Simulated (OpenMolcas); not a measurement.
**Co⁴⁺ among point charges: CASSCF and CASPT2 levels and susceptibility**

How does a field of 6 point charges split the states of Co⁴⁺, and what χT follows?

Method: state-averaged CASSCF and CASPT2, spin-orbit coupling by RASSI with atomic mean-field integrals. Code: OpenMolcas 26.06.

### 1 The atom as given

```
Species                           : Co⁴⁺ (cobalt, Z = 27, 23 electrons)
Basis                             : ANO-RCC-VDZP [5s4p2d1f], 34 functions
Scalar Hamiltonian                : DKH2, point nucleus
Inactive shells                   : 1s 2s 2p 3s 3p
Active space                      : 5 electrons in 5 orbitals (3d)
Some configurations of this space : 3d⁵
Orbitals                          : optimised for each spin and parity, averaged over all roots
```

Outer shells as boxes (Hund's rule):

3d5
```
3d [↑ ][↑ ][↑ ][↑ ][↑ ]
```

The ion sits among 6 point charges of -2.2 e arranged as a trigonal prism (D3h), 1.81 Å from the ion, with a polar angle of 50.1° against the regular 49.1°.

Each step is its own input file, run in one work folder so that later steps find the files of earlier ones. Labels, J, g values, rates, χT and fits are worked out afterwards by a script from the matrices that RASSI stores.

### 2 Basis and integrals

Input file a.inp:

```
&GATEWAY
Coord
1

Co 0.0 0.0 0.0
Basis=ANO-RCC-VDZP
Group=NoSym
NoMove
AngMom=0.0 0.0 0.0
AMFI
XField
6 Angstrom 0
1.388204 0.000000 1.161460 -2.200000
-0.694102 1.202220 1.161460 -2.200000
-0.694102 -1.202220 1.161460 -2.200000
1.388204 0.000000 -1.161460 -2.200000
-0.694102 1.202220 -1.161460 -2.200000
-0.694102 -1.202220 -1.161460 -2.200000
&SEWARD
```

On the command line:

```bash
OMP_NUM_THREADS=1 MOLCAS_MEM=1689 MOLCAS_PROJECT=a pymolcas a.inp > a.log
```

### 3 Reference wave functions, sextets, 1 root

Input file a.inp:

```
&RASSCF
FileOrb=start.orb
Symmetry=1
Spin=6
nActEl=5 0 0
Inactive=9
Ras2=5
CIRoot=1 1 1
SDav=1
CIMx=300
Iter=120 100
PrWF=0.3
OrbListing=Nothing
MaxOrb=0
>>> COPY $Project.JobIph JOB001
```

start.orb holds the contracted functions of the basis, ordered by shell, or the orbitals of the step before.

### 4 CASSCF: quartets, 24 roots

Input file a.inp:

```
&RASSCF
FileOrb=start.orb
Symmetry=1
Spin=4
nActEl=5 0 0
Inactive=9
Ras2=5
CIRoot=24 24 1
SDav=24
CIMx=300
Iter=120 100
PrWF=0.3
OrbListing=Nothing
MaxOrb=0
>>> COPY $Project.JobIph JOB002
```

### 5 Reference wave functions, doublets, 75 roots

Input file a.inp:

```
&RASSCF
FileOrb=start.orb
Symmetry=1
Spin=2
nActEl=5 0 0
Inactive=9
Ras2=5
CIRoot=75 75 1
SDav=75
CIMx=300
Iter=120 100
PrWF=0.3
OrbListing=Nothing
MaxOrb=0
>>> COPY $Project.JobIph JOB003
```

### 6 RASSI: spin-orbit coupling between the states

Input file a.inp:

```
&RASSI
NrOfJobIphs=3 1 24 75
1
1 2 3 4 5 6 7 8 9 10 11 12 13 14 15 16 17 18 19 20 21 22 23 24
1 2 3 4 5 6 7 8 9 10 11 12 13 14 15 16 17 18 19 20 21 22 23 24 25 26 27
28 29 30 31 32 33 34 35 36 37 38 39 40 41 42 43 44 45 46 47 48 49 50 51
52 53 54 55 56 57 58 59 60 61 62 63 64 65 66 67 68 69 70 71 72 73 74 75
IphNames
JOB001
JOB002
JOB003
EJob
SpinOrbit
DIPRint=1.0
SOCoupling=1000.0
Subsets=2
Property=9
'ANGMOM' 1 'ANGMOM' 2 'ANGMOM' 3 'MLTPL  1' 1 'MLTPL  1' 2 'MLTPL  1' 3
'AMFI' 1 'AMFI' 2 'AMFI' 3
SOProperty=3
'ANGMOM' 1 'ANGMOM' 2 'ANGMOM' 3
```

### 7 CASPT2: IPEA 0.25, imaginary shift 0.1 (closed shells correlated: 3s 3p)

Input file a.inp:

```
>>> COPY JOB001 $Project.JobIph
&CASPT2
Multistate=1 1
Frozen=5
IPEA=0.25
Imaginary=0.1
MaxIter=60
WThr=0.0 0.3 0.05
PrWF=0.5
NoMix
>>> COPY JOB002 $Project.JobIph
&CASPT2
Multistate=24 1 2 3 4 5 6 7 8 9 10 11 12 13 14 15 16 17 18 19 20 21 22
23 24
NoMult
Frozen=5
IPEA=0.25
Imaginary=0.1
MaxIter=60
WThr=0.0 0.3 0.05
PrWF=0.5
NoMix
>>> COPY JOB003 $Project.JobIph
&CASPT2
Multistate=75 1 2 3 4 5 6 7 8 9 10 11 12 13 14 15 16 17 18 19 20 21 22
23 24 25 26 27 28 29 30 31 32 33 34 35 36 37 38 39 40 41 42 43 44 45 46
47 48 49 50 51 52 53 54 55 56 57 58 59 60 61 62 63 64 65 66 67 68 69 70
71 72 73 74 75
NoMult
Frozen=5
IPEA=0.25
Imaginary=0.1
MaxIter=60
WThr=0.0 0.3 0.05
PrWF=0.5
NoMix
```

(Steps that only read results are left out.)

Before running it: what results should come out? Wanted: spin-free ground state; lowest level; next level.

As calculated:

| quantity | value |
| --- | --- |
| method | SS-CASPT2, IPEA 0.25, imaginary shift 0.1 (closed shells correlated: 3s 3p) |
| spin-free ground state | 6A1, 1-fold in its orbital part |
| lowest level | 4-fold |
| next level | 0.1 cm⁻¹ |
| χT at 300 K | 4.38 cm³ K/mol |
| effective moment at 300 K | 5.92 μB |

Cost by method:

| method | time of its own steps | time with the reference |
| --- | --- | --- |
| A. CASSCF | 23 s | 23 s |
| B. SS-CASPT2, IPEA 0.25, imaginary shift 0.1, +3s 3p | 7.9 s | 31 s |

Times are of one thread on a shared host.

What this shows: The spin-free ground state (6A1) comes to 100 % from free-ion S terms and keeps the highest spin of the shell. χT at 300 K is 4.38, against 4.39 cm³ K/mol for the spin alone, as a half-filled shell (L = 0) has no orbital moment. An active space of the d shell alone favours high spin; real ions in strong fields can be low spin. CASPT2 does not keep the components of a term degenerate, and the means are used. The field of point charges can differ much from that of real complexes. With metal d orbitals alone active, the gaps between spin states are rough; where two lie within a few thousand cm-1, their order is open. This is an electrostatic model: the charges have no orbitals.
